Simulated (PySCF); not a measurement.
**GeI₄: a look at the electrons**

For GeI₄, the scripts below analyse its density (charges, bond critical points, surface potential), see where an electron leaves and enters and measure its response to a uniform field.

Method: levels as typed in each script, gas phase, geometry from GFN2-xTB; program: PySCF 2.14.0.

## (1) Where the work starts

SMILES `I[Ge](I)(I)I`, 5 atoms, charge 0, spin multiplicity 1.

Bond lengths: I1–Ge2 2.561 Å, Ge2–I3 2.560 Å, Ge2–I4 2.561 Å, Ge2–I5 2.562 Å. Angles: I1–Ge2–I3 109.5°, I1–Ge2–I4 109.5°, I1–Ge2–I5 109.5°, I3–Ge2–I4 109.5°, I3–Ge2–I5 109.5°, I4–Ge2–I5 109.4°.

As a file:

| atom | x (Å) | y (Å) | z (Å) |
| --- | --- | --- | --- |
| I1 | 1.47897 | -1.84462 | 0.98452 |
| Ge2 | 0.00112 | -0.00009 | -0.00071 |
| I3 | 1.47899 | 1.84468 | -0.98420 |
| I4 | -1.47924 | -0.98492 | -1.84355 |
| I5 | -1.47939 | 0.98491 | 1.84366 |

## (2) Density, bond paths and surface potential (wB97X/def2-tzvp)

input.py

```python
import numpy as np
from pyscf import gto, scf, dft
from pyscf.scf import atom_ks, atom_hf
from scipy.linalg import block_diag

def solve(mol, dm0=None, hcore=None):
    mf = (dft.UKS if mol.spin else dft.RKS)(mol, xc='wb97x')
    mf.grids.level = 3
    mf = mf.density_fit(auxbasis='def2-universal-jkfit')
    mf.conv_tol, mf.max_cycle = 1e-8, 80
    if hcore is not None:
        mf.get_hcore = lambda *args: hcore
    mf.kernel(dm0)
    if not mf.converged:
        mf = mf.newton().run(mf.mo_coeff, mf.mo_occ, max_cycle=30)
    assert mf.converged, 'SCF not converged'
    return mf

mol = gto.M(atom='''
I      1.47897    -1.84462     0.98452
Ge     0.00112    -0.00009    -0.00071
I      1.47899     1.84468    -0.98420
I     -1.47924    -0.98492    -1.84355
I     -1.47939     0.98491     1.84366
''', basis='def2-tzvp', ecp={'I': 'def2-tzvp'}, charge=0, spin=0, verbose=4)
mf = solve(mol)
mf.analyze()
# spherically averaged free atoms, for the promolecule
atom_ks.AtomSphAverageRKS.init_guess_by_vsap = lambda self, mol=None: self.init_guess_by_minao(mol)  # core potentials
atm = atom_ks.get_atm_nrks(mol, xc='wb97x')
pro = block_diag(*[(atm[a[0]][2] * atm[a[0]][3]) @ atm[a[0]][2].T for a in mol._atom])
np.savez('result.npz', e=mf.e_tot, c=mf.mo_coeff, occ=mf.mo_occ, eps=mf.mo_energy, pro=pro, dip=mf.dip_moment(verbose=0), s2=mf.spin_square()[0])
```

On the command line:

```console
$ OMP_NUM_THREADS=1 python input.py
```

## (4) Removing and adding an electron (wB97X/def2-tzvp)

input.py, as its differences from that of step 2:

```diff
@@ -26,3 +26,12 @@
 mf = solve(mol)
-mf.analyze()
+out = dict(e0=mf.e_tot, dm0=mf.make_rdm1(), c=mf.mo_coeff, occ=mf.mo_occ, eps=mf.mo_energy)
+for name, dq, spin in [('cation', 1, 1)]:
+    ion = mol.copy().set(charge=mol.charge + dq, spin=spin).build()
+    mi = solve(ion)
+    if spin and dq > 0 and mol.nao < 130:
+        c, _, stable, _ = mi.stability(return_status=True)
+        if not stable:
+            mi = solve(ion, mi.make_rdm1(c, mi.mo_occ))
+    print(name, 'vertical energy change / eV', (mi.e_tot - mf.e_tot) * 27.211386)
+    out.update({'e_' + name: mi.e_tot, 'dm_' + name: mi.make_rdm1(), 's2_' + name: mi.spin_square()[0], 'eps_' + name: mi.mo_energy, 'occ_' + name: mi.mo_occ})
 # spherically averaged free atoms, for the promolecule
@@ -31,2 +40,2 @@
 pro = block_diag(*[(atm[a[0]][2] * atm[a[0]][3]) @ atm[a[0]][2].T for a in mol._atom])
-np.savez('result.npz', e=mf.e_tot, c=mf.mo_coeff, occ=mf.mo_occ, eps=mf.mo_energy, pro=pro, dip=mf.dip_moment(verbose=0), s2=mf.spin_square()[0])
+np.savez('result.npz', pro=pro, **out)
```

## (5) Response to an electric field (wB97X/def2-tzvp)

input.py

```python
import numpy as np
from pyscf import gto, scf, dft
from pyscf.scf import atom_ks, atom_hf
from scipy.linalg import block_diag

def solve(mol, dm0=None, hcore=None):
    mf = (dft.UKS if mol.spin else dft.RKS)(mol, xc='wb97x')
    mf.grids.level = 3
    mf = mf.density_fit(auxbasis='def2-universal-jkfit')
    mf.conv_tol, mf.max_cycle = 1e-8, 80
    if hcore is not None:
        mf.get_hcore = lambda *args: hcore
    mf.kernel(dm0)
    if not mf.converged:
        mf = mf.newton().run(mf.mo_coeff, mf.mo_occ, max_cycle=30)
    assert mf.converged, 'SCF not converged'
    return mf

mol = gto.M(atom='''
I      1.47897    -1.84462     0.98452
Ge     0.00112    -0.00009    -0.00071
I      1.47899     1.84468    -0.98420
I     -1.47924    -0.98492    -1.84355
I     -1.47939     0.98491     1.84366
''', basis='def2-tzvp', ecp={'I': 'def2-tzvp'}, charge=0, spin=0, verbose=4)
field = np.array([0.004, 0.0, 0.0])  # atomic units
mol.set_common_orig(mol.atom_charges() @ mol.atom_coords() / mol.atom_charges().sum())
mf = solve(mol)
out = dict(dm0=mf.make_rdm1(), d0=mf.dip_moment(unit='AU'), e0=mf.e_tot)
for name, sign in (('p', 1), ('m', -1)):
    h = mf.get_hcore() + sign * np.einsum('x,xij->ij', field, mol.intor('int1e_r'))
    mi = solve(mol, mf.make_rdm1(), h)
    out.update({'dm' + name: mi.make_rdm1(), 'd' + name: mi.dip_moment(unit='AU'), 'e' + name: mi.e_tot})
# spherically averaged free atoms, for the promolecule
atom_ks.AtomSphAverageRKS.init_guess_by_vsap = lambda self, mol=None: self.init_guess_by_minao(mol)  # core potentials
atm = atom_ks.get_atm_nrks(mol, xc='wb97x')
pro = block_diag(*[(atm[a[0]][2] * atm[a[0]][3]) @ atm[a[0]][2].T for a in mol._atom])
np.savez('result.npz', pro=pro, **out)
```

(Steps that only read results are left out.)

What does the calculation give? Wanted: dipole moment; HOMO, LUMO; polarisability along the field.

**Answer**, as computed:

| quantity | value |
| --- | --- |
| dipole moment (wB97X/def2-tzvp) | 0.01 D |
| HOMO, LUMO (wB97X/def2-tzvp) | -9.98, -1.93 eV |
| polarisability along the field (wB97X/def2-tzvp) | 166.3 bohr³ |

In words: At wB97X/def2-tzvp: The highest Hirshfeld charge is on Ge2 (+0.23 e), the lowest on I1, I3, I4 and I5 (−0.06 e). The geometry was not optimised at these levels.
